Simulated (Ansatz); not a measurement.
**CH3ClF3MoN: one species, many methods**

The task here is to estimate one member of a computed series from the others.

Computed with Ansatz 0.2.0, Gaussian basis. Level: functionals in def2-TZVPP, the program's frozen cores in correlated methods.

Plan: LDA (SPW92), PBE-D4, revPBE-D4, BLYP-D4, r2SCAN-D4, B97M-V, PBE0-D4, B3LYP-D4, r2SCANh-D4, r2SCAN0-D4, HSE06-D4, BHLYP-D4, CAM-B3LYP-D4, LC-ωPBE, ωB97X-V, ωB97M-V, B2PLYP, PBE-QIDH; CCSD(T)/def2-SVP; MP2/def2-TZVPP; MP2/def2-QZVPP; RPA on PBE.

## The relaxed structure

An earlier PBE0-D4 in a triple-zeta def2 set relaxation fixed the geometry. Mo takes the def2 core potential; no spin-orbit term is included.

SMILES `C[N]=[Mo]([F])([F])([F])[Cl]`, 10 atoms, charge 0, spin multiplicity 1.

Atoms are counted from 1 here; the program's logs count them from 0.

Bond lengths: C1–N2 1.412 Å, C1–H8 1.093 Å, C1–H9 1.094 Å, C1–H10 1.093 Å, N2–Mo3 1.672 Å, Mo3–F4 1.857 Å, Mo3–F5 1.854 Å, Mo3–F6 1.854 Å, Mo3–Cl7 2.288 Å. Angles: N2–C1–H8 109.8°, N2–C1–H9 109.1°, N2–C1–H10 109.8°, H8–C1–H9 109.3°, H8–C1–H10 109.6°, H9–C1–H10 109.3°, C1–N2–Mo3 177.8°, N2–Mo3–F4 105.6°, N2–Mo3–F5 103.4°, N2–Mo3–F6 103.4°, N2–Mo3–Cl7 102.1°, F4–Mo3–F5 85.7°, F4–Mo3–F6 85.7°, F4–Mo3–Cl7 152.3°, F5–Mo3–F6 153.1°, F5–Mo3–Cl7 88.0°, F6–Mo3–Cl7 88.0°.

As a file:

```
C     0.4054   -1.7160   -0.0458
N     0.0247   -0.3561   -0.0196
Mo   -0.3653    1.2691    0.0218
F    -2.1960    1.3503   -0.2773
F    -0.1944    1.7977   -1.7467
F    -0.7845    1.5657    1.8029
Cl    1.6677    2.2393    0.4231
H    -0.1252   -2.2640    0.7373
H     1.4831   -1.7889    0.1288
H     0.1676   -2.1481   -1.0215
```

The first run:

File in.yaml:

```yaml
crystal:
  periodic: [false, false, false]
  atoms:
    - {symbol: C, position_ang: [0.405390, -1.716003, -0.045843]}
    - {symbol: N, position_ang: [0.024675, -0.356088, -0.019631]}
    - {symbol: Mo, position_ang: [-0.365254, 1.269101, 0.021783]}
    - {symbol: F, position_ang: [-2.195959, 1.350273, -0.277309]}
    - {symbol: F, position_ang: [-0.194368, 1.797692, -1.746727]}
    - {symbol: F, position_ang: [-0.784529, 1.565718, 1.802914]}
    - {symbol: Cl, position_ang: [1.667726, 2.239316, 0.423129]}
    - {symbol: H, position_ang: [-0.125201, -2.264044, 0.737324]}
    - {symbol: H, position_ang: [1.483078, -1.788939, 0.128792]}
    - {symbol: H, position_ang: [0.167643, -2.148127, -1.021533]}
basis:
  gaussian: {orbitals: def2-TZVPP}
hamiltonian: {xc: lda}
output: {orbitals: {seedname: orbitals}}
```

Launch:

```bash
$ ansatz run in.yaml --threads 4 --pin off --events-out ev --progress --plain --max-ram 11315MiB
```

Steps of the session up to this table: LDA; PBE-D4 (GGA); revPBE-D4 (GGA); BLYP-D4 (GGA); r2SCAN-D4 (meta-GGA); B97M-V (meta-GGA); PBE0-D4 (hybrid); B3LYP-D4 (hybrid); r2SCANh-D4 (hybrid); r2SCAN0-D4 (hybrid); HSE06-D4 (hybrid); BHLYP-D4 (hybrid); CAM-B3LYP-D4 (range-separated); LC-ωPBE (range-separated); ωB97X-V (range-separated); ωB97M-V (range-separated); B2PLYP (double hybrid); PBE-QIDH (double hybrid).

One table of the session follows, with a row left open; its other results are not shown here.

It belongs to the step «Frontier levels by functional». 

```
  functional  HOMO (eV)  LUMO (eV)  gap (eV)
 LDA (SPW92)      -7.76      -4.94      2.82
      PBE-D4      -7.58      -4.71      2.87
   revPBE-D4      -7.51      -4.62      2.89
     BLYP-D4      -7.45      -4.62      2.83
   r2SCAN-D4      -7.94      -4.77      3.17
      B97M-V      -8.02      -4.76      3.26
     PBE0-D4      -9.00      -4.03      4.96
    B3LYP-D4      -8.75      -4.26      4.49
  r2SCANh-D4      -8.46      -4.49      3.96
  r2SCAN0-D4      -9.24      -4.05      5.18
    HSE06-D4      -8.60      -4.41      4.18
    BHLYP-D4     -10.28      -3.14      7.14
CAM-B3LYP-D4          ?          ?         ?
     LC-ωPBE     -11.67      -1.76      9.91
     ωB97X-V     -11.32      -1.83      9.48
     ωB97M-V     -11.19      -1.83      9.36
```

**Question.** Estimate the row for CAM-B3LYP-D4.

As computed: HOMO (eV): -10.34; LUMO (eV): -2.95; gap (eV): 7.39. In the column «HOMO (eV)» it lies between ωB97M-V (-11.19) and BHLYP-D4 (-10.28).
